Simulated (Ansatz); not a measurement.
# CH₃GaO₂: a ladder of functionals and wavefunction methods

An exercise on one series of results from a longer session: the logs are not shown, and one member is left open.

Computed with Ansatz 0.2.0, Gaussian basis. Level: functionals in def2-TZVPP, the program's frozen cores in correlated methods.

Levels to be run: LDA (SPW92), PBE-D4, revPBE-D4, BLYP-D4, r2SCAN-D4, B97M-V, PBE0-D4, B3LYP-D4, r2SCANh-D4, r2SCAN0-D4, HSE06-D4, BHLYP-D4, CAM-B3LYP-D4, LC-ωPBE, ωB97X-V, ωB97M-V, B2PLYP, PBE-QIDH; CCSD(T)/def2-SVP; CCSD(T)/def2-TZVPP; MP2/def2-QZVPP; extrapolation to the limit; RPA on PBE.

### The geometry

All runs share one geometry, relaxed beforehand with PBE0-D4 in a triple-zeta def2 set.

7 atoms, charge 0, spin multiplicity 1.

Atoms are counted from 1 here; the program's logs count them from 0.

Bond lengths: O1–Ga2 1.817 Å, O1–H5 0.960 Å, C3–O4 1.201 Å, C3–H6 1.106 Å, C3–H7 1.105 Å. Angles: Ga2–O1–H5 119.3°, O4–C3–H6 121.7°, O4–C3–H7 121.3°, H6–C3–H7 117.0°.

Set-up of the first run:

Contents of in.yaml:

```yaml
crystal:
  periodic: [false, false, false]
  atoms:
    - {symbol: O, position_ang: [-2.091127, 0.770236, -1.432681]}
    - {symbol: Ga, position_ang: [-1.201869, 1.546423, -0.050997]}
    - {symbol: C, position_ang: [1.296066, -0.574460, 0.807847]}
    - {symbol: O, position_ang: [0.439542, -0.612035, -0.032567]}
    - {symbol: H, position_ang: [-1.797768, -0.082787, -1.760136]}
    - {symbol: H, position_ang: [1.388474, 0.279147, 1.504515]}
    - {symbol: H, position_ang: [2.027983, -1.394424, 0.918218]}
basis:
  gaussian: {orbitals: def2-TZVPP}
hamiltonian: {xc: lda}
output: {orbitals: {seedname: orbitals}}
```

Started as:

```bash
> ansatz run in.yaml --threads 2 --pin off --events-out ev --progress --plain --max-ram 4352MiB
```

Among the steps run: LDA; PBE-D4 (GGA); revPBE-D4 (GGA); BLYP-D4 (GGA); r2SCAN-D4 (meta-GGA); B97M-V (meta-GGA); B3LYP-D4 (hybrid); r2SCANh-D4 (hybrid); r2SCAN0-D4 (hybrid); HSE06-D4 (hybrid); BHLYP-D4 (hybrid); CAM-B3LYP-D4 (range-separated); LC-ωPBE (range-separated); ωB97X-V (range-separated); ωB97M-V (range-separated); B2PLYP (double hybrid); PBE-QIDH (double hybrid).

One table of the session follows, with a row left open; its other results are not shown here.

It belongs to the step «Orbital energies across the functionals». 

| functional | HOMO (eV) | LUMO (eV) | gap (eV) |
| --- | --- | --- | --- |
| LDA (SPW92) | -5.57 | -3.53 | 2.04 |
| PBE-D4 | -5.35 | -3.26 | 2.10 |
| revPBE-D4 | ? | ? | ? |
| BLYP-D4 | -5.26 | -3.15 | 2.12 |
| r2SCAN-D4 | -5.61 | -3.01 | 2.60 |
| B97M-V | -5.48 | -2.89 | 2.59 |
| PBE0-D4 | -6.39 | -2.01 | 4.38 |
| B3LYP-D4 | -6.26 | -2.32 | 3.95 |
| r2SCANh-D4 | -6.00 | -2.55 | 3.45 |
| r2SCAN0-D4 | -6.57 | -1.87 | 4.71 |
| HSE06-D4 | -5.99 | -2.40 | 3.59 |
| BHLYP-D4 | -7.33 | -0.73 | 6.59 |
| CAM-B3LYP-D4 | -7.72 | -0.77 | 6.95 |
| LC-ωPBE | -8.89 | 0.57 | 9.46 |
| ωB97X-V | -8.60 | 0.47 | 9.07 |
| ωB97M-V | -8.57 | 0.36 | 8.93 |

Estimate the missing values for revPBE-D4.

As computed: HOMO (eV): -5.27; LUMO (eV): -3.16; gap (eV): 2.11. In the column «HOMO (eV)» it lies between PBE-D4 (-5.35) and BLYP-D4 (-5.26).
